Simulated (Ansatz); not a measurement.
Working through a calculation of the elastic constants of Pt, space group Im-3m

Program: Ansatz 0.2.0 through its Python package.

Notebook, run cell by cell (the value of a cell's last expression is shown):

```python
from dataclasses import dataclass
import warnings

import ansatz as az
import numpy as np


@dataclass(frozen=True)
class Options:
    xc: str = 'lda'
    smearing: str = 'fermi_dirac'
    width_ev: float = 0.15
    kmesh: tuple[int, ...] = (19, 19, 19)
```

```python
settings = Options()

warnings.simplefilter('ignore', az.DeckWarning)
```

```python
crystal = (
    az.Lattice.of((-1.58422, 1.58422, 1.58422), (1.58422, -1.58422, 1.58422), (1.58422, 1.58422, -1.58422))
    .atom('Pt', (0.0, 0.0, 0.0))
)
```

```python
len(crystal.resolved().sites)
```

    1

```python
model = (
    crystal.calculation()
    .functional(settings.xc)
    .occupations(settings.smearing, width=settings.width_ev)
    .basis(17 * az.Ha)
    .kpoints(*settings.kmesh)
)
out = model.elastic('relaxed_ion').run()
elastic = out.elastic

C = np.asarray(elastic.c_gpa)
for i in range(6):
    for j in range(i, 6):
        if abs(C[i, j]) > 0.05:
            print(f'C{i + 1}{j + 1} = {C[i, j]:.1f} GPa')
print('smallest eigenvalue of C:', round(elastic.stability.min_eigenvalue_gpa, 1), 'GPa; tensor positive definite:', elastic.stability.min_eigenvalue_gpa > 0)
# averaged moduli need a positive definite tensor
if elastic.stability.min_eigenvalue_gpa > 0:
    m = elastic.moduli
    anisotropy = 5 * m.g_voigt_gpa / m.g_reuss_gpa + m.k_voigt_gpa / m.k_reuss_gpa - 6
    print(f'Voigt K {m.k_voigt_gpa:.1f} G {m.g_voigt_gpa:.1f}; Reuss K {m.k_reuss_gpa:.1f} G {m.g_reuss_gpa:.1f}; universal anisotropy index {anisotropy:.3f}')
```

    C11 = 133.4 GPa
    C12 = 242.9 GPa
    C13 = 242.9 GPa
    C22 = 133.4 GPa
    C23 = 242.9 GPa
    C33 = 133.4 GPa
    C44 = 128.7 GPa
    C55 = 128.7 GPa
    C66 = 128.7 GPa
    smallest eigenvalue of C: -109.5 GPa; tensor positive definite: False

Caveats:
- The cell isn't relaxed first, so the values belong to this volume.
- A Fermi-Dirac width this large means warm electrons, whose thermal share enters the free energy.
- Spin-orbit coupling, which matters for elements this heavy, is left out.
- At these settings the cell as given stands under about -15 GPa, so it isn't at this functional's equilibrium volume.
- This isn't the structure that Pt takes at ambient conditions.
- Shear constants of a metal converge slowly with the k-point mesh and can be wrong in sign on a coarse one; the constants belong to the cell that was strained.
- By the engine's processor time: 62 s on 1 thread of Intel(R) Xeon(R) Processor @ 2.30GHz, on a shared host, peak memory 0.7 GiB.

(A comment or docstring line of the script was reworded after the run, the code is as it ran.)
